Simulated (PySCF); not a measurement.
# W: excitation energy in aug-cc-pwCVDZ-PP with ECP60

Wanted: the excitation energy of tungsten, up a ladder of methods.

The numbers are computed with PySCF 2.14.0 (unrestricted determinants in a Gaussian basis, no spin-orbit coupling in the energies), except any that are marked as measured or tabulated.

## Step 1: Starting point

```
Element                                   : tungsten (Z = 74)
Basis                                     : aug-cc-pwCVDZ-PP with ECP60MDF (6s6p5d3f, 70 functions)
Hamiltonian                               : a scalar-relativistic core potential
State 1                                   : W: [Xe] 4f14 5d3 6s2 7s1, high-spin 5F determinant (an excited configuration)
State 2                                   : W: [Xe] 4f14 5d3 6s2 7s1, 7s spin antiparallel (an excited configuration)
State 3                                   : W: [Xe] 4f14 5d6, high-spin 5D determinant (an excited configuration)
Needed too, but not shown                 : W [Xe] 4f14 5d4 6s2 (5D)
Methods                                   : CCSD(T)
Core shells frozen in the correlated runs : valence: 5s2 5p6 (for W)
```

Outer shells as boxes (Hund's rule):

W [Xe] 4f14 5d3 6s2 7s1
```
[Xe] core
4f [↑↓][↑↓][↑↓][↑↓][↑↓][↑↓][↑↓]
5d [↑ ][↑ ][↑ ][  ][  ]
6s [↑↓]
7s [↑ ]
```

W [Xe] 4f14 5d6
```
[Xe] core
4f [↑↓][↑↓][↑↓][↑↓][↑↓][↑↓][↑↓]
5d [↑↓][↑ ][↑ ][↑ ][↑ ]
```

The runs were made by one driver on top of PySCF. The scripts below sum up each run's settings (the driver also hands on starting orbitals that pick excited configurations, and frozen orbitals as a list rather than a count), and the logs come from the driver's own runs. The driver starts from symmetry-adapted Hartree-Fock orbitals, holds the occupation by maximum overlap and uses a logarithmic radial grid for functionals, so a plain start would take other cycles.

The integrals over 70 functions and the set-up took 0.6 s of CPU time.

## Step 2: W [Xe] 4f14 5d3 6s2 7s1, at CCSD(T) (valence)

CCSD(T) (valence):

The input, input.py:

```python
from pyscf import gto, scf, dft, mp, cc
import basis_set_exchange as bse
txt = bse.get_basis("aug-cc-pwCVDZ-PP", elements=["W"], fmt="nwchem", header=False)
cut = txt.index("\nECP")
mol = gto.M(atom="W 0 0 0", charge=0, spin=4, symmetry="D2h",
            basis=gto.basis.parse(txt[:cut]),
            ecp={"W": gto.basis.parse_ecp(txt[cut:])})
mf = scf.UHF(mol)
mf.irrep_nelec = {'Ag': (3, 2), 'B1g': (1, 0), 'B2g': (1, 0), 'B3g': (1, 0), 'B1u': (1, 1), 'B2u': (1, 1), 'B3u': (1, 1)}
mf.kernel()
mycc = cc.CCSD(mf, frozen=4).run()
mycc.ccsd_t()
```

Log:

```text
CC2 = 0
CCSD nocc = (np.int64(5), np.int64(1)), nmo = (66, 66)
frozen orbitals [[0, 1, 2, 3], [0, 1, 2, 3]]
max_cycle = 100
direct = 0
conv_tol = 1e-08
conv_tol_normt = 1e-06
diis_space = 8
diis_start_cycle = 0
Init t2, MP2 energy = -0.0743928883011655
Init E_corr(UCCSD) = -0.0743928883023815
cycle = 1  E_corr(UCCSD) = -0.0831414428158882  dE = -0.00874855451  norm(t1,t2) = 0.0623357
cycle = 2  E_corr(UCCSD) = -0.0857106075381125  dE = -0.00256916472  norm(t1,t2) = 0.0396239
cycle = 3  E_corr(UCCSD) = -0.0878983373717296  dE = -0.00218772983  norm(t1,t2) = 0.035096
cycle = 4  E_corr(UCCSD) = -0.0872258480121804  dE = 0.00067248936  norm(t1,t2) = 0.0353525
cycle = 5  E_corr(UCCSD) = -0.0863304699652132  dE = 0.000895378047  norm(t1,t2) = 0.0325687
cycle = 6  E_corr(UCCSD) = -0.0877089951681489  dE = -0.0013785252  norm(t1,t2) = 0.0240605
cycle = 7  E_corr(UCCSD) = -0.0877967055717935  dE = -8.77104036e-05  norm(t1,t2) = 0.0153198
cycle = 8  E_corr(UCCSD) = -0.088366520591547  dE = -0.00056981502  norm(t1,t2) = 0.00904462
cycle = 9  E_corr(UCCSD) = -0.0885828871236937  dE = -0.000216366532  norm(t1,t2) = 0.00502564
cycle = 10  E_corr(UCCSD) = -0.0886143510142713  dE = -3.14638906e-05  norm(t1,t2) = 0.00229894
[... 8 lines left out ...]
cycle = 19  E_corr(UCCSD) = -0.0886092659702336  dE = 8.04402485e-07  norm(t1,t2) = 2.45102e-05
cycle = 20  E_corr(UCCSD) = -0.0886081445306877  dE = 1.12143955e-06  norm(t1,t2) = 2.28682e-05
cycle = 21  E_corr(UCCSD) = -0.0886076115042396  dE = 5.33026448e-07  norm(t1,t2) = 1.32915e-05
cycle = 22  E_corr(UCCSD) = -0.0886070637976578  dE = 5.47706582e-07  norm(t1,t2) = 1.61738e-05
cycle = 23  E_corr(UCCSD) = -0.0886069412073381  dE = 1.2259032e-07  norm(t1,t2) = 6.30677e-06
cycle = 24  E_corr(UCCSD) = -0.0886068564347693  dE = 8.47725688e-08  norm(t1,t2) = 3.87981e-06
cycle = 25  E_corr(UCCSD) = -0.0886067934120832  dE = 6.30226861e-08  norm(t1,t2) = 2.07468e-06
cycle = 26  E_corr(UCCSD) = -0.0886067628764875  dE = 3.05355957e-08  norm(t1,t2) = 1.3624e-06
cycle = 27  E_corr(UCCSD) = -0.0886067464342047  dE = 1.64422828e-08  norm(t1,t2) = 7.33075e-07
cycle = 28  E_corr(UCCSD) = -0.0886067490475848  dE = -2.61338008e-09  norm(t1,t2) = 6.92844e-07
UCCSD converged
E(UCCSD) = -66.54447233103184  E_corr = -0.08860674904758481
UCCSD(T) correction = -0.00987566609518823
```

CPU time 25 s on a shared host, the integrals not counted.

CCSD correlation -0.08861 hartree, triples -0.00988; total -66.554348. T1 = 0.016, largest double amplitude 0.157.

Spin-orbit coupling, absent here, splits the open shell strongly. A double-excitation amplitude exceeds 0.15, a sign of near-degeneracy.

## Step 3: W [Xe] 4f14 5d3 6s2 7s1, s spin flipped, at CCSD(T) (valence)

CCSD(T) (valence):

The input, input.py:

```python
from pyscf import gto, scf, dft, mp, cc
import basis_set_exchange as bse
txt = bse.get_basis("aug-cc-pwCVDZ-PP", elements=["W"], fmt="nwchem", header=False)
cut = txt.index("\nECP")
mol = gto.M(atom="W 0 0 0", charge=0, spin=2, symmetry="D2h",
            basis=gto.basis.parse(txt[:cut]),
            ecp={"W": gto.basis.parse_ecp(txt[cut:])})
mf = scf.UHF(mol)
mf.irrep_nelec = {'Ag': (2, 3), 'B1g': (1, 0), 'B2g': (1, 0), 'B3g': (1, 0), 'B1u': (1, 1), 'B2u': (1, 1), 'B3u': (1, 1)}
mf.kernel()
mycc = cc.CCSD(mf, frozen=4).run()
mycc.ccsd_t()
```

Log:

```text
CC2 = 0
CCSD nocc = (np.int64(4), np.int64(2)), nmo = (66, 66)
frozen orbitals [[0, 1, 2, 3], [0, 1, 2, 3]]
max_cycle = 100
direct = 0
conv_tol = 1e-08
conv_tol_normt = 1e-06
diis_space = 8
diis_start_cycle = 0
Init t2, MP2 energy = -0.0748886238545529
Init E_corr(UCCSD) = -0.0748886238553061
cycle = 1  E_corr(UCCSD) = -0.0837556516494337  dE = -0.00886702779  norm(t1,t2) = 0.0635733
cycle = 2  E_corr(UCCSD) = -0.0864474780629842  dE = -0.00269182641  norm(t1,t2) = 0.0417445
cycle = 3  E_corr(UCCSD) = -0.0864074001265261  dE = 4.00779365e-05  norm(t1,t2) = 0.134749
cycle = 4  E_corr(UCCSD) = -0.0887153016416689  dE = -0.00230790152  norm(t1,t2) = 0.0585071
cycle = 5  E_corr(UCCSD) = -0.0876479154607868  dE = 0.00106738618  norm(t1,t2) = 0.0385009
cycle = 6  E_corr(UCCSD) = -0.0869271987264429  dE = 0.000720716734  norm(t1,t2) = 0.0328247
cycle = 7  E_corr(UCCSD) = -0.0883141757206258  dE = -0.00138697699  norm(t1,t2) = 0.0237214
cycle = 8  E_corr(UCCSD) = -0.0883341211921427  dE = -1.99454715e-05  norm(t1,t2) = 0.0259778
cycle = 9  E_corr(UCCSD) = -0.0886286729016374  dE = -0.000294551709  norm(t1,t2) = 0.070533
cycle = 10  E_corr(UCCSD) = -0.0892398086539463  dE = -0.000611135752  norm(t1,t2) = 0.014939
[... 71 lines left out ...]
cycle = 82  E_corr(UCCSD) = -0.0928538937519961  dE = -2.33685754e-06  norm(t1,t2) = 0.000193174
cycle = 83  E_corr(UCCSD) = -0.092854540722448  dE = -6.46970452e-07  norm(t1,t2) = 0.000229111
cycle = 84  E_corr(UCCSD) = -0.0928546742818201  dE = -1.33559372e-07  norm(t1,t2) = 0.000255641
cycle = 85  E_corr(UCCSD) = -0.0928562875321741  dE = -1.61325035e-06  norm(t1,t2) = 0.000245643
cycle = 86  E_corr(UCCSD) = -0.0928557010051749  dE = 5.86526999e-07  norm(t1,t2) = 0.00030856
cycle = 87  E_corr(UCCSD) = -0.0928557248344768  dE = -2.38293019e-08  norm(t1,t2) = 0.000288036
cycle = 88  E_corr(UCCSD) = -0.0928590182051432  dE = -3.29337067e-06  norm(t1,t2) = 0.000291615
cycle = 89  E_corr(UCCSD) = -0.0928605944506271  dE = -1.57624548e-06  norm(t1,t2) = 0.00143901
cycle = 90  E_corr(UCCSD) = -0.0928577979179163  dE = 2.79653271e-06  norm(t1,t2) = 0.00210828
cycle = 91  E_corr(UCCSD) = -0.0928549048278614  dE = 2.89309005e-06  norm(t1,t2) = 0.000806397
[... the stored log ends here ...]
```

It used 66 s of CPU time after the integrals (shared host).

This run did not converge, so its energy enters no difference.

## Step 4: W [Xe] 4f14 5d6, at CCSD(T) (valence)

CCSD(T) (valence):

The input, input.py:

```python
from pyscf import gto, scf, dft, mp, cc
import basis_set_exchange as bse
txt = bse.get_basis("aug-cc-pwCVDZ-PP", elements=["W"], fmt="nwchem", header=False)
cut = txt.index("\nECP")
mol = gto.M(atom="W 0 0 0", charge=0, spin=4, symmetry="D2h",
            basis=gto.basis.parse(txt[:cut]),
            ecp={"W": gto.basis.parse_ecp(txt[cut:])})
mf = scf.UHF(mol)
mf.irrep_nelec = {'Ag': (3, 1), 'B1g': (1, 1), 'B2g': (1, 0), 'B3g': (1, 0), 'B1u': (1, 1), 'B2u': (1, 1), 'B3u': (1, 1)}
mf.kernel()
mycc = cc.CCSD(mf, frozen=4).run()
mycc.ccsd_t()
```

Log:

```text
CC2 = 0
CCSD nocc = (np.int64(5), np.int64(1)), nmo = (66, 66)
frozen orbitals [[0, 1, 2, 3], [0, 1, 2, 3]]
max_cycle = 100
direct = 0
conv_tol = 1e-08
conv_tol_normt = 1e-06
diis_space = 8
diis_start_cycle = 0
Init t2, MP2 energy = -0.101684158213718
Init E_corr(UCCSD) = -0.101684158214849
cycle = 1  E_corr(UCCSD) = -0.107991811384195  dE = -0.00630765317  norm(t1,t2) = 0.0672448
cycle = 2  E_corr(UCCSD) = -0.11017732777535  dE = -0.00218551639  norm(t1,t2) = 0.0546237
cycle = 3  E_corr(UCCSD) = -0.110488257947538  dE = -0.000310930172  norm(t1,t2) = 0.0555108
cycle = 4  E_corr(UCCSD) = -0.10883820439164  dE = 0.00165005356  norm(t1,t2) = 0.0565407
cycle = 5  E_corr(UCCSD) = -0.108812204674131  dE = 2.59997175e-05  norm(t1,t2) = 0.0420293
cycle = 6  E_corr(UCCSD) = -0.108957894722065  dE = -0.000145690048  norm(t1,t2) = 0.0341187
cycle = 7  E_corr(UCCSD) = -0.108455287882002  dE = 0.00050260684  norm(t1,t2) = 0.0358278
cycle = 8  E_corr(UCCSD) = -0.107559867910007  dE = 0.000895419972  norm(t1,t2) = 0.0294516
cycle = 9  E_corr(UCCSD) = -0.107852158568893  dE = -0.000292290659  norm(t1,t2) = 0.0207911
cycle = 10  E_corr(UCCSD) = -0.108283510287261  dE = -0.000431351718  norm(t1,t2) = 0.0197886
[... 72 lines left out ...]
cycle = 83  E_corr(UCCSD) = -0.10916617581074  dE = -8.69488988e-07  norm(t1,t2) = 5.02874e-05
cycle = 84  E_corr(UCCSD) = -0.109169798076361  dE = -3.62226562e-06  norm(t1,t2) = 4.71795e-05
cycle = 85  E_corr(UCCSD) = -0.109170502874346  dE = -7.04797985e-07  norm(t1,t2) = 4.06171e-05
cycle = 86  E_corr(UCCSD) = -0.109170090203274  dE = 4.12671072e-07  norm(t1,t2) = 4.10405e-05
cycle = 87  E_corr(UCCSD) = -0.109169155072224  dE = 9.3513105e-07  norm(t1,t2) = 4.00488e-05
cycle = 88  E_corr(UCCSD) = -0.109169485260434  dE = -3.3018821e-07  norm(t1,t2) = 3.8668e-05
cycle = 89  E_corr(UCCSD) = -0.109168468587057  dE = 1.01667338e-06  norm(t1,t2) = 3.93673e-05
cycle = 90  E_corr(UCCSD) = -0.109168920916995  dE = -4.52329938e-07  norm(t1,t2) = 4.07743e-05
cycle = 91  E_corr(UCCSD) = -0.109168359562339  dE = 5.61354656e-07  norm(t1,t2) = 3.76019e-05
cycle = 92  E_corr(UCCSD) = -0.10916906590592  dE = -7.06343581e-07  norm(t1,t2) = 3.77973e-05
[... the stored log ends here ...]
```

CPU time 69 s on a shared host, the integrals not counted.

This run did not converge, so its energy enters no difference.

## Step 5: The energy differences

Excitation energy: W [Xe] 4f14 5d4 6s2 (5D) → W [Xe] 4f14 5d3 6s2 7s1 (5F).

```
           method  value (eV)  less CCSD(T) (valence) (eV)
              UHF       6.028                       -0.350
    MP2 (valence)       6.509                       +0.131
SCS-MP2 (valence)       6.182                       -0.196
   CCSD (valence)       6.509                       +0.131
CCSD(T) (valence)       6.378                       +0.000
```

The coupled-cluster amplitudes are large for W, so a single reference is strained.

The differences also use runs on W [Xe] 4f14 5d4 6s2 (5D), which are not shown here. The runs at UHF, MP2 (valence) are not shown; their differences are listed all the same.

## Step 6: Outcome

| quantity | value |
| --- | --- |
| excitation energy, W → [Xe] 4f14 5d3 6s2 7s1 | UHF 6.028, CCSD(T) (valence) 6.378 eV |

Accuracy by level (over 1 difference):

```
           method  mean absolute miss against CCSD(T) (valence) (eV)
              UHF                                              0.350
    MP2 (valence)                                              0.131
SCS-MP2 (valence)                                              0.196
   CCSD (valence)                                              0.131
CCSD(T) (valence)                                              0.000
```

What this shows: The methods span 0.481 eV, from UHF (6.028) to CCSD (valence) (6.509). No reference value is at hand in this session. The basis is finite, and no extrapolation was made.
